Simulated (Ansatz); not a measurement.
# Br3FTi: the cost of one run

Method: PBE/def2-SVP; program: Ansatz 0.2.0, Gaussian basis.

**1. The relaxed structure**

An earlier PBE0-D4 in a triple-zeta def2 set relaxation fixed the geometry.

SMILES `[F][Ti]([Br])([Br])[Br]`, 5 atoms, charge 0, spin multiplicity 1.

Atoms are counted from 1 here; the program's logs count them from 0.

Bond lengths: F1–Ti2 1.730 Å, Ti2–Br3 2.319 Å, Ti2–Br4 2.319 Å, Ti2–Br5 2.319 Å. Angles: F1–Ti2–Br3 109.4°, F1–Ti2–Br4 109.4°, F1–Ti2–Br5 109.4°, Br3–Ti2–Br4 109.5°, Br3–Ti2–Br5 109.5°, Br4–Ti2–Br5 109.5°.

**2. The run**

Input file in.yaml:

```yaml
crystal:
  periodic: [false, false, false]
  atoms:
    - {symbol: F, position_ang: [-0.271357, -0.107106, 1.814226]}
    - {symbol: Ti, position_ang: [-0.007691, -0.020544, 0.106220]}
    - {symbol: Br, position_ang: [1.730265, -1.440925, -0.477712]}
    - {symbol: Br, position_ang: [-1.940115, -0.661140, -1.004782]}
    - {symbol: Br, position_ang: [0.538799, 2.156014, -0.479352]}
basis:
  gaussian: {orbitals: def2-SVP}
hamiltonian: {xc: {name: PBE}}
md: {timestep: 0.5 fs, n_steps: 30, ensemble: nvt_langevin, temperature: 1500, initial_velocities: maxwell_boltzmann, friction: 0.01, seed: 72}
```

Command:

```console
$ ansatz run in.yaml --threads 4 --pin off --events-out ev --progress --plain --max-ram 11315MiB
```

**Question.** How long does this run take on 4 threads of Intel Xeon Platinum 8488C, shared host, and how much memory does it need?

About 44 s, with a peak of 0.26 GiB.
